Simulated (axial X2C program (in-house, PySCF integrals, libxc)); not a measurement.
# A two-component session on VN: properties at the nuclei

Wanted for VN: properties at the nuclei, at the two-component level.

Method: two-component X2C with atomic mean-field terms, V dyall-cv3z, N dyall-av3z; program: an in-house X2C program for linear molecules on PySCF integrals.

All values are calculated.

## 1. Input

Input file task.json:

```json
{"zs": [23, 7], "q": 0, "bas": ["dyall-cv3z", "dyall-av3z"], "r0": 1.72, "levels": ["PBE0", "HF", "LDA", "PBE", "B3LYP"], "nst": 3}
```

Keys: zs atomic numbers; q charge; bas basis sets; r0 starting distance in Å; levels methods (HF also brings MP2); nst determinants followed.

Launch:

```console
python soeom.py task.json out
```

The runs that follow: Expectation values, lowest determinant; Expectation values, a higher determinant; Expectation values, a higher determinant.

Before running it: what results should come out? Wanted: lowest determinant; Eeff magnitude; Ws magnitude V; A∥/gI V; qzz V; higher determinant (for each run or level that gives them).

The runs gave:

| quantity | value |
| --- | --- |
| lowest determinant | Ω = 1 (excess of +ω over −ω: ω = -1/2, ω = 3/2) |
| Eeff magnitude (GV/cm), PBE0 | 0.539 |
| Ws magnitude V (kHz), PBE0 | 0.207 |
| A∥/gI V (MHz), PBE0 | -400 |
| qzz V (a.u.), PBE0 | -1.24 |
| higher determinant | Ω = 3 (excess of +ω over −ω: ω = 1/2, ω = 5/2) |
| Eeff magnitude (GV/cm), PBE0, higher determinant | 0.538 |
| Ws magnitude V (kHz), PBE0, higher determinant | 0.0687 |
| A∥/gI V (MHz), PBE0, higher determinant | 446 |
| qzz V (a.u.), PBE0, higher determinant | -1.25 |
| higher determinant | Ω = 2 (excess of +ω over −ω: ω = 1/2, ω = 3/2) |
| Eeff magnitude (GV/cm), PBE0, higher determinant | 0.349 |
| Ws magnitude V (kHz), PBE0, higher determinant | 0.0664 |
| A∥/gI V (MHz), PBE0, higher determinant | 853 |
| qzz V (a.u.), PBE0, higher determinant | -1.25 |

In words: In the first state, the effective field runs from 0.432 to 1.19 GV/cm over the mean-field levels, so the levels don't agree on it. The expectation values come from single determinants, which for open shells can mix terms of unlike spin or miss the lowest Ω, so a determinant need not be a state. Eeff is the effective electric field on the electron dipole moment in this Ω state and Ws the scalar–pseudoscalar constant (defined with the proton number Z and per Ω); A∥ is the parallel hyperfine constant, which follows by multiplying with the nuclear g factor gI = μI/(I μN); qzz is the electric field gradient, eQq0 = 234.96 MHz × Q/barn × qzz; μ is positive if N is the positive end. The operators were transformed with the bare-nucleus X2C matrices. A second determinant lies within 0.1 eV of the first, so their order is not settled at this level.
